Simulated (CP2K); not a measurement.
GaGe:

```
Ge Ga
1.0
     4.09817    0.00000    0.00000
     2.04909    3.54912    0.00000
     2.04909    1.18304    3.34614
Ge Ga
1 1
Direct
  0.00000 0.00000 0.00000
  0.25000 0.25000 0.25000
```

The cell comes from a database or a generator and needn't be the stable form of this composition.

Program: CP2K 2026.2. Alike in all runs: task band structure; no spin polarisation; cell as given; k mesh 8 × 8 × 8.

Order these runs on this cell by their pressure, lowest first.
A. level AM05; potentials or basis POTENTIAL_UZH Ge GTH-PBE-q4, Ga GTH-PBE-q13; TZVP-MOLOPT-PBE-GTH basis; smearing fermi-dirac 0.05 eV; EPS_DEFAULT 1.0E-10; NGRIDS 4; points a segment of the path (NPOINTS) 6; CUTOFF of the grids 675 Ry
B. level LDA; potentials or basis GTH_POTENTIALS Ge GTH-PADE-q4, Ga GTH-PADE-q13; TZVP-MOLOPT-PBE-GTH basis; smearing fermi-dirac 0.1 eV; EPS_DEFAULT 1.0E-9; NGRIDS 5; points a segment of the path (NPOINTS) 10; CUTOFF of the grids 450 Ry
C. level PBE; potentials or basis POTENTIAL_UZH Ge GTH-PBE-q4, Ga GTH-PBE-q13; TZVP-MOLOPT-PBE-GTH basis; smearing fermi-dirac 0.05 eV; EPS_DEFAULT 1.0E-10; NGRIDS 4; points a segment of the path (NPOINTS) 6; CUTOFF of the grids 675 Ry

B (-4.3 GPa), A (-1.2 GPa), C (0.5 GPa).

Caveats: the basis of atomic orbitals isn't converged, which shifts pressures, moduli and gaps; the potentials were made for another functional, which shifts forces and pressure (some runs).

Not every run made on this cell is shown here.
